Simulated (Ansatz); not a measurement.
Working through a rigid scan of one bond length of CH6GeTe, SMILES [CH3][GeH2][TeH]

Program: Ansatz 0.2.0 through its Python package.

Run as a notebook:

```python
import ansatz as az
import numpy as np
```

```python
params = {
    "basis": "def2-SVP",
    "functional": "pbe",
}
```

```python
mol = (
    az.Crystal.molecule()
    .atom("C", (-0.4966, 0.8638, -0.6389))
    .atom("Ge", (0.4154, -0.744, -0.294))
    .atom("Te", (1.3816, -0.6396, 2.0513))
    .atom("H", (-0.9063, 0.8794, -1.6738))
    .atom("H", (0.1559, 1.76, -0.5971))
    .atom("H", (-1.3575, 1.0458, 0.0936))
    .atom("H", (1.5842, -0.9079, -1.3274))
    .atom("H", (-0.5198, -1.9228, -0.3984))
    .atom("H", (-0.1684, -0.3809, 2.7676))
)
```

```python
symbols = [site.symbol for site in mol.cartesian_sites]
start = np.array([site.position_ang for site in mol.cartesian_sites])
axis = (start[0] - start[1]) / np.linalg.norm(start[0] - start[1])
moving = [0, 3, 4, 5]
lengths, energies = [1.6, 1.73, 1.88, 2.07, 2.35, 2.82, 3.38, 4.14], []
for length in lengths:
    xyz = start.copy()
    xyz[moving] += (length - np.linalg.norm(start[0] - start[1])) * axis
    point = az.Crystal.molecule()
    for symbol, place in zip(symbols, xyz):
        point = point.atom(symbol, place.tolist())
    setup = point.calculation()
    setup = setup.basis(gaussian=params["basis"])
    setup = setup.functional(params["functional"])
    rep = setup.run().report
    energies.append(rep["free_energy_ev"])
    print(f"r = {length:6.3f} A  E = {energies[-1]:.5f} eV  <S^2> = {abs(rep['mean_field']['state']['spin_squared']):.3f}")
```

    r =  1.600 A  E = -64926.21802 eV  <S^2> = 0.000
    r =  1.730 A  E = -64927.50089 eV  <S^2> = 0.000
    r =  1.880 A  E = -64928.07053 eV  <S^2> = 0.000
    r =  2.070 A  E = -64928.05944 eV  <S^2> = 0.000
    r =  2.350 A  E = -64927.44041 eV  <S^2> = 0.000
    r =  2.820 A  E = -64926.15194 eV  <S^2> = 0.000
    r =  3.380 A  E = -64924.99664 eV  <S^2> = 0.000
    r =  4.140 A  E = -64924.13153 eV  <S^2> = 0.000

```python
print("energy above the lowest point (eV):", [round(e - min(energies), 3) for e in energies])
```

    energy above the lowest point (eV): [1.853, 0.57, 0.0, 0.011, 0.63, 1.919, 3.074, 3.939]

Total energies depend on the basis set; only differences at equal settings carry meaning. The rest of the molecule is held rigid at a force-field or estimated start geometry, and the basis set is modest; single-reference methods fail as a bond breaks. def2 sets replace the cores of elements past krypton by effective core potentials. The orbitals are restricted, so S² is zero by construction. Toward dissociation an unrestricted state can lie under the restricted one, by tenths of an eV for polar bonds under a functional and by 1 to 2 eV or more for others. It ran for 24 s on 1 thread of Arm Neoverse V1, with other jobs on the host, peak memory 0.21 GiB.
